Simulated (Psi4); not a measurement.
# OMP2/def2-SVP (density fitting for correlation) run of C2H3ClSi (SMILES ClC1=C[SiH2]1)

What is the energy change on altering one bond length of C2H3ClSi at OMP2/def2-SVP (density fitting for correlation)? 

The results are computed with Psi4 1.11.

2 further runs of the same task are left out: 1 that didn't finish, 1 set aside as unsound or not needed.

### 1 Starting point

C2H3ClSi: 7 atoms, total charge 0, spin state singlet. As SMILES, `ClC1=C[SiH2]1`. The shape is that of a PBE0-D4/def2-TZVP optimisation.

Bond lengths: Cl1–C2 1.700 Å, C2–C3 1.327 Å, C2–Si4 1.804 Å, C3–Si4 1.819 Å, C3–H5 1.082 Å, Si4–H6 1.482 Å, Si4–H7 1.482 Å. Some angles: Cl1–C2–C3 135.8°, Cl1–C2–Si4 155.1°, C3–C2–Si4 69.2°, C2–C3–Si4 67.9°, C2–Si4–C3 43.0°, C2–C3–H5 137.0°, Si4–C3–H5 155.1°, C2–Si4–H6 121.6°, C2–Si4–H7 121.6°, C3–Si4–H6 121.6°.

### 2 A single-point energy at OMP2/def2-SVP (density fitting for correlation)

The input, input.in:

```
memory 2200 mb

molecule {
  0 1
  Cl    -1.169200    -2.293300     0.411500
  C     -0.358000    -0.819900     0.163200
  C      0.836800    -0.330000     0.466700
  Si    -0.185900     0.871600    -0.438900
  H      1.727500    -0.673800     0.975600
  H     -0.837800     2.011300     0.248800
  H      0.047800     1.166200    -1.872600
  symmetry c1
  no_reorient
  no_com
}

set basis def2-SVP
set puream true
set e_convergence 1e-09
set d_convergence 1e-08
set scf_type pk
set num_frozen_docc 12

energy("omp2")
```

Command:

```bash
$ psi4 -i input.in -o input.out -n 1
```

input.out:

```text
[...]
  Running in c1 symmetry.
[...]
  Nuclear repulsion =  179.922318629891919
[...]
  Multiplicity = 1
[...]
  Nalpha       = 23
  Nbeta        = 23
[...]
    Number of basis functions: 79
[...]
   @RHF iter   1:  -825.47200862499994   -2.29827e-01   3.85000e-03 ADIIS/DIIS
[...]
   @RHF iter  12:  -825.53471411243163   -5.91172e-12   8.72543e-09 DIIS
[...]
    Orbital Energies [Eh]
    ---------------------
    Doubly Occupied:
       1A   -104.800990     2A    -68.780844     3A    -11.292413
       4A    -11.249651     5A    -10.564312     6A     -8.039456
       7A     -8.035844     8A     -8.035610     9A     -6.149966
      10A     -4.261152    11A     -4.260920    12A     -4.259492
      13A     -1.157765    14A     -1.048504    15A     -0.740572
      16A     -0.692993    17A     -0.629035    18A     -0.538010
      19A     -0.536971    20A     -0.489830    21A     -0.436430
      22A     -0.389635    23A     -0.378547
[...]
  @RHF Final Energy:  -825.53471411243163
   => Energetics <=
    Nuclear Repulsion Energy =            179.9223186298919188
    One-Electron Energy =               -1497.3761792816444540
    Two-Electron Energy =                 491.9191465393209910
    Total Energy =                       -825.5347141124316295
[...]
 Multipole Moments:
 ------------------------------------------------------------------------------------
     Multipole            Electronic (a.u.)      Nuclear  (a.u.)        Total (a.u.)
 ------------------------------------------------------------------------------------
 L = 1.  Multiply by 2.5417464519 to convert [e a0] to [Debye]
 Dipole X            :         35.5830888          -35.2787301            0.3043586
 Dipole Y            :         59.4648107          -58.9205268            0.5442839
 Dipole Z            :         -7.6148314            7.5250784           -0.0897530
 Magnitude           :                                                    0.6300276
[...]
	Warning: cc_lambda option is changed to TRUE
	For this residual convergence, default PCG convergence is:     1.00e-07
[...]
	DF-MP2 Total Energy (a.u.)         :  -826.02129900100704
[...]
	DF-MP2 Total Energy (a.u.)         :  -826.02844270041146
[...]
	DF-OMP2 Total Energy (a.u.)        :  -826.02844270042374
[...]
```

Wall time 22 s (1 thread of Intel Xeon Platinum 8259CL at 2.50GHz (Skylake/Cascade Lake), shared host); peak memory 0.27 GiB.

### 3 The distorted shape at the same level

The input, c2h3clsi_ase.py:

```python
import numpy as np
from ase.calculators.psi4 import Psi4
from ase import Atoms

a = Atoms(['Cl', 'C', 'C', 'Si', 'H', 'H', 'H'], positions=[
    [-1.881732, -2.018271, 0.004396],
    [-1.070532, -0.544871, -0.243904],
    [0.124268, -0.054971, 0.059596],
    [-0.898432, 1.146629, -0.846004],
    [1.727500, -0.673800, 0.975600],
    [-1.550332, 2.286329, -0.158304],
    [-0.664732, 1.441229, -2.279704],
])
calc = Psi4(atoms=a, method='omp2', basis='def2-SVP', memory='2200MB', num_threads=1, charge=0, multiplicity=1, label='calc')
calc.psi4.set_options({'puream': True, 'e_convergence': 1e-09, 'd_convergence': 1e-08, 'scf_type': 'pk', 'num_frozen_docc': 12})
a.calc = calc

print(f'energy: {a.get_potential_energy():.6f} eV')
```

Command:

```bash
$ python c2h3clsi_ase.py
```

calc.dat:

```text
[...]
  Running in c1 symmetry.
[...]
  Nuclear repulsion =  177.189739206301880
[...]
  Multiplicity = 1
[...]
  Nalpha       = 23
  Nbeta        = 23
[...]
    Number of basis functions: 79
[...]
   @RHF iter   1:  -825.30874073138784   -3.67616e-01   3.85226e-03 ADIIS/DIIS
[...]
   @RHF iter  13:  -825.38404223542261   -7.95808e-12   5.46460e-09 DIIS
[...]
    Orbital Energies [Eh]
    ---------------------
    Doubly Occupied:
       1A   -104.809942     2A    -68.797943     3A    -11.303975
       4A    -11.301265     5A    -10.573071     6A     -8.048231
       7A     -8.044489     8A     -8.044300     9A     -6.166776
      10A     -4.277770    11A     -4.277691    12A     -4.275963
      13A     -1.166305    14A     -1.056411    15A     -0.706208
      16A     -0.673872    17A     -0.568543    18A     -0.546925
      19A     -0.512135    20A     -0.498584    21A     -0.442491
      22A     -0.387002    23A     -0.357301
[...]
  @RHF Final Energy:  -825.38404223542261
   => Energetics <=
    Nuclear Repulsion Energy =            177.1897392063018799
    One-Electron Energy =               -1491.4731768711676523
    Two-Electron Energy =                 488.8993954294431319
    Total Energy =                       -825.3840422354226121
[...]
 Multipole Moments:
 ------------------------------------------------------------------------------------
     Multipole            Electronic (a.u.)      Nuclear  (a.u.)        Total (a.u.)
 ------------------------------------------------------------------------------------
 L = 1.  Multiply by 2.5417464519 to convert [e a0] to [Debye]
 Dipole X            :         -3.5250663            3.4380118           -0.0870545
 Dipole Y            :         -4.9992295            5.6443084            0.6450788
 Dipole Z            :          0.5200252           -0.8133271           -0.2933019
 Magnitude           :                                                    0.7139546
[...]
	Warning: cc_lambda option is changed to TRUE
	For this residual convergence, default PCG convergence is:     1.00e-07
[...]
	DF-MP2 Total Energy (a.u.)         :  -825.89080098156830
[...]
	DF-MP2 Total Energy (a.u.)         :  -825.90069999813056
[...]
	DF-OMP2 Total Energy (a.u.)        :  -825.90069999814477
[...]
```

The script printed:

```text
energy: -22473.902765 eV
```

Wall time 23 s (1 thread of Intel Xeon Platinum 8259CL at 2.50GHz (Skylake/Cascade Lake), shared host); peak memory 0.28 GiB.

### 4 Summary of results

Level: OMP2/def2-SVP (density fitting for correlation), 12 core orbitals frozen.

```
                                                         quantity          value
                                        first shape: total energy  -826.02844 Eh
                 first shape: HOMO energy (Hartree–Fock orbitals)      -10.30 eV
                 first shape: LUMO energy (Hartree–Fock orbitals)        3.31 eV
               first shape: HOMO–LUMO gap (Hartree–Fock orbitals)       13.61 eV
        first shape: correlation energy (12 core orbitals frozen)     -493.7 mEh
                                    distorted shape: total energy  -825.90070 Eh
             distorted shape: HOMO energy (Hartree–Fock orbitals)       -9.72 eV
             distorted shape: LUMO energy (Hartree–Fock orbitals)        0.88 eV
           distorted shape: HOMO–LUMO gap (Hartree–Fock orbitals)       10.60 eV
    distorted shape: correlation energy (12 core orbitals frozen)     -516.7 mEh
energy change with the C3–H5 bond stretched from 1.082 to 1.947 Å       3.476 eV
```

With the C3–H5 bond stretched from 1.082 to 1.947 Å the energy rises by 3.48 eV (335 kJ/mol). The first shape isn't relaxed at this level, so the change isn't measured from a minimum. A restricted reference can't describe the breaking bond well at this length.
